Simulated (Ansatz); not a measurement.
**Ge₂H₄ (triplet): from Hartree-Fock to the top rungs, cc-pVDZ**

Aim: climb from Hartree-Fock through coupled cluster and multireference methods for Ge₂H₄ (triplet) at one geometry and basis, and see what each rung misses.

Program: Ansatz 0.2.0, Gaussian basis. Level of theory: cc-pVDZ, core rule «outside noble gas», up to 28 orbitals frozen. These are calculated values, not measurements.

Plan: UHF; CCSD(T) on ROHF; CCSD(T) on UHF; BCCD(T) on ROHF; CISD; CCSDT(Q) on ROHF; CCSDT(Q) on UHF; CASSCF and NEVPT2, 10 electrons in 10 orbitals.

19 further runs of the same task are left out: 11 that didn't finish, 8 set aside as unsound or not needed.

### Step 1. The system

The geometry is a PBE0/def2-TZVP stationary point (not a proven minimum) of the parent state, kept for this charge and spin. No spin-orbit coupling is included. The filled d shell of Ge may be among the frozen orbitals whatever the setting's name suggests; the logs give the count.

6 atoms, charge 0, spin multiplicity 3.

Atoms are counted from 1 here; the program's logs count them from 0.

Bond lengths: Ge1–Ge2 2.500 Å, Ge1–H3 1.541 Å, Ge1–H4 1.546 Å, Ge1–H5 1.546 Å, Ge2–H6 1.593 Å. Angles: Ge2–Ge1–H3 118.4°, Ge2–Ge1–H4 108.4°, Ge2–Ge1–H5 108.4°, H3–Ge1–H4 107.6°, H3–Ge1–H5 107.6°, H4–Ge1–H5 105.8°, Ge1–Ge2–H6 92.3°.

Geometry (Å):

```
Ge    0.0000    0.0168    1.2218
Ge    0.0000   -0.0363   -1.2773
H     0.0000    1.3870    1.9258
H     1.2331   -0.7670    1.7257
H    -1.2331   -0.7670    1.7257
H     0.0000    1.5538   -1.3752
```

### Step 2. UHF

Input file in.yaml:

```yaml
crystal:
  periodic: [false, false, false]
  atoms:
    - {symbol: Ge, position_ang: [0.000000, 0.016763, 1.221757]}
    - {symbol: Ge, position_ang: [0.000000, -0.036285, -1.277289]}
    - {symbol: H, position_ang: [0.000000, 1.387006, 1.925829]}
    - {symbol: H, position_ang: [1.233110, -0.766974, 1.725729]}
    - {symbol: H, position_ang: [-1.233110, -0.766974, 1.725729]}
    - {symbol: H, position_ang: [0.000000, 1.553826, -1.375198]}
basis:
  gaussian: {orbitals: cc-pVDZ}
magnetization: {spin_polarized: true, initial_magnetization: 2}
hamiltonian: {xc: hf}
output: {orbitals: {seedname: orbitals}}
```

Started as:

```sh
$ ansatz run in.yaml --threads 1 --pin off --events-out ev --progress --plain --max-ram 2393MiB
```

After this run come: CCSD(T) on ROHF; CCSD(T) on UHF; BCCD(T) on ROHF; CISD; CCSDT(Q) on ROHF; CCSDT(Q) on UHF; CASSCF and NEVPT2, 10 electrons in 10 orbitals.

Q: Predict the results of all the runs planned. Wanted: UCCSDT(Q) below the RHF energy; RMP2 from UCCSDT(Q); UMP2 from UCCSDT(Q); RCCSD from UCCSDT(Q); RCCSD(T) from UCCSDT(Q); UCCSD(T) from UCCSDT(Q); RCCSDT(Q) from UCCSDT(Q); T1 diagnostic.

The runs gave:

| quantity | value |
| --- | --- |
| UCCSDT(Q) below the RHF energy | -5.8769 eV |
| RMP2 from UCCSDT(Q) | +30.78 kcal/mol |
| UMP2 from UCCSDT(Q) | +30.54 kcal/mol |
| RCCSD from UCCSDT(Q) | +4.50 kcal/mol |
| RCCSD(T) from UCCSDT(Q) | +1.13 kcal/mol |
| UCCSD(T) from UCCSDT(Q) | +0.90 kcal/mol |
| RCCSDT(Q) from UCCSDT(Q) | +0.23 kcal/mol |
| levels within 1 kcal/mol (43 meV) | UCCSD(T), RCCSDT, UCCSDT, RCCSDT(Q) |
| T1 diagnostic | 0.023 |

**Reading.** RCCSD(T) lands +1.13 kcal/mol from the yardstick (0.8 % of the correlation energy). These misses are within one basis, not against nature; the frozen cores of restricted and unrestricted runs differ, which can shift their rows.
